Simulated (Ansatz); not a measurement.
**CH₆ClGaSi: a ladder of functionals and wavefunction methods**

How much do the methods differ for CH₆ClGaSi? The plan is to run it at one geometry with functionals of several rungs and with coupled cluster. The yardstick is the atomisation energy at the CCSD(T) limit.

The runs use Ansatz 0.2.0, Gaussian basis; functionals in def2-TZVPP, the program's frozen cores in correlated methods.

Plan: LDA (SPW92), PBE-D4, revPBE-D4, BLYP-D4, r2SCAN-D4, B97M-V, PBE0-D4, B3LYP-D4, r2SCANh-D4, r2SCAN0-D4, HSE06-D4, BHLYP-D4, CAM-B3LYP-D4, LC-ωPBE, ωB97X-V, ωB97M-V, B2PLYP, PBE-QIDH; CCSD(T)/def2-SVP; CCSD(T)/def2-TZVPP; MP2/def2-QZVPP; extrapolation to the limit; RPA on PBE.

1 further run of the same task is left out (it didn't finish).

**1. The geometry**

An earlier PBE0-D4 in a triple-zeta def2 set relaxation fixed the geometry.

SMILES `C[SiH2][GaH][Cl]`, 10 atoms, charge 0, spin multiplicity 1.

Atoms are counted from 1 here; the program's logs count them from 0.

Bond lengths: C1–Si2 1.877 Å, C1–H5 1.092 Å, C1–H6 1.092 Å, C1–H7 1.092 Å, Si2–Ga3 2.407 Å, Si2–H8 1.490 Å, Si2–H9 1.490 Å, Ga3–Cl4 2.165 Å, Ga3–H10 1.568 Å. Angles: Si2–C1–H5 111.0°, Si2–C1–H6 110.5°, Si2–C1–H7 111.0°, H5–C1–H6 108.1°, H5–C1–H7 108.0°, H6–C1–H7 108.1°, C1–Si2–Ga3 113.5°, C1–Si2–H8 110.4°, C1–Si2–H9 110.4°, Ga3–Si2–H8 107.4°, Ga3–Si2–H9 107.4°, H8–Si2–H9 107.4°, Si2–Ga3–Cl4 114.3°, Si2–Ga3–H10 133.2°, Cl4–Ga3–H10 112.5°.

As a file:

```
C     0.0168    1.6063    0.5356
Si   -0.5863    0.1168   -0.4346
Ga    0.7065   -1.8754   -0.0405
Cl    0.0315   -3.6101   -1.1451
H    -0.0262    1.4174    1.6103
H    -0.6031    2.4794    0.3196
H     1.0491    1.8508    0.2766
H    -2.0011   -0.1943   -0.0842
H    -0.5394    0.3952   -1.8979
H     1.9521   -2.1861    0.8602
```

**2. LDA**

This LDA is Slater exchange with PW92 correlation.

in.yaml reads:

```yaml
crystal:
  periodic: [false, false, false]
  atoms:
    - {symbol: C, position_ang: [0.016800, 1.606283, 0.535607]}
    - {symbol: Si, position_ang: [-0.586314, 0.116801, -0.434566]}
    - {symbol: Ga, position_ang: [0.706499, -1.875390, -0.040501]}
    - {symbol: Cl, position_ang: [0.031528, -3.610148, -1.145109]}
    - {symbol: H, position_ang: [-0.026205, 1.417370, 1.610327]}
    - {symbol: H, position_ang: [-0.603105, 2.479435, 0.319570]}
    - {symbol: H, position_ang: [1.049120, 1.850785, 0.276569]}
    - {symbol: H, position_ang: [-2.001084, -0.194321, -0.084176]}
    - {symbol: H, position_ang: [-0.539375, 0.395249, -1.897921]}
    - {symbol: H, position_ang: [1.952137, -2.186074, 0.860201]}
basis:
  gaussian: {orbitals: def2-TZVPP}
hamiltonian: {xc: lda}
output: {orbitals: {seedname: orbitals}}
```

After this run come: PBE-D4 (GGA); revPBE-D4 (GGA); BLYP-D4 (GGA); r2SCAN-D4 (meta-GGA); B97M-V (meta-GGA); PBE0-D4 (hybrid); B3LYP-D4 (hybrid); r2SCANh-D4 (hybrid); r2SCAN0-D4 (hybrid); HSE06-D4 (hybrid); BHLYP-D4 (hybrid); CAM-B3LYP-D4 (range-separated); LC-ωPBE (range-separated); ωB97X-V (range-separated); ωB97M-V (range-separated); B2PLYP (double hybrid); PBE-QIDH (double hybrid); CCSD(T) in def2-SVP; CCSD(T) in def2-TZVPP; MP2 in def2-QZVPP; RPA on PBE orbitals.

Before running them: what should the planned runs give, taken together? Wanted: atomisation energy, CCSD(T)/CBS; farthest beyond LDA; mean size of error, GGA; mean size of error, meta-GGA; mean size of error, hybrid; mean size of error, range-separated; mean size of error, double hybrid; gap, smallest and largest; T1 diagnostic.

**Answer**, as computed:

| quantity | value |
| --- | --- |
| atomisation energy, CCSD(T)/CBS | 32.288 eV |
| functionals within 0.323 eV (1.0 %) | PBE-D4, r2SCAN-D4, B97M-V, PBE0-D4, B3LYP-D4, r2SCANh-D4, r2SCAN0-D4, HSE06-D4, CAM-B3LYP-D4, LC-ωPBE, ωB97X-V, ωB97M-V, PBE-QIDH |
| farthest beyond LDA | revPBE-D4 (-0.678 eV) |
| mean size of error, GGA | 0.476 eV |
| mean size of error, meta-GGA | 0.152 eV |
| mean size of error, hybrid | 0.241 eV |
| mean size of error, range-separated | 0.155 eV |
| mean size of error, double hybrid | 0.372 eV |
| gap, smallest and largest | 3.55 eV (LDA (SPW92)), 10.20 eV (LC-ωPBE) |
| T1 diagnostic | 0.0120 |
| triples share of the correlation energy | 3.8 % |

The LDA atomisation energy is off by 3.618 eV (11 %): it overbinds. PBE-D4 misses by -0.090 eV. Double hybrids carry the basis error of their MP2 part in triple zeta, and no dispersion term here, so their miss is partly the set-up's. The rungs meta-GGA, range-separated, hybrid miss on average by less than the doubt on the reference (0.323 eV), so they tie. The reference freezes the cores and leaves out relativity and excitations past (T), and its outer-core shells are covered unevenly, so misses under about 0.323 eV can't be ranked. Hartree-Fock recovers 76 % of the binding; the rest is correlation. CCSD(T) in def2-SVP is off by -1.852 eV, so the small basis spoils what the method gains. The gap grows from 3.6 to 10.2 eV across the functionals, mostly with the share of exact exchange. Correlated methods include outer-core shells of Ga, which these sets cover unevenly.
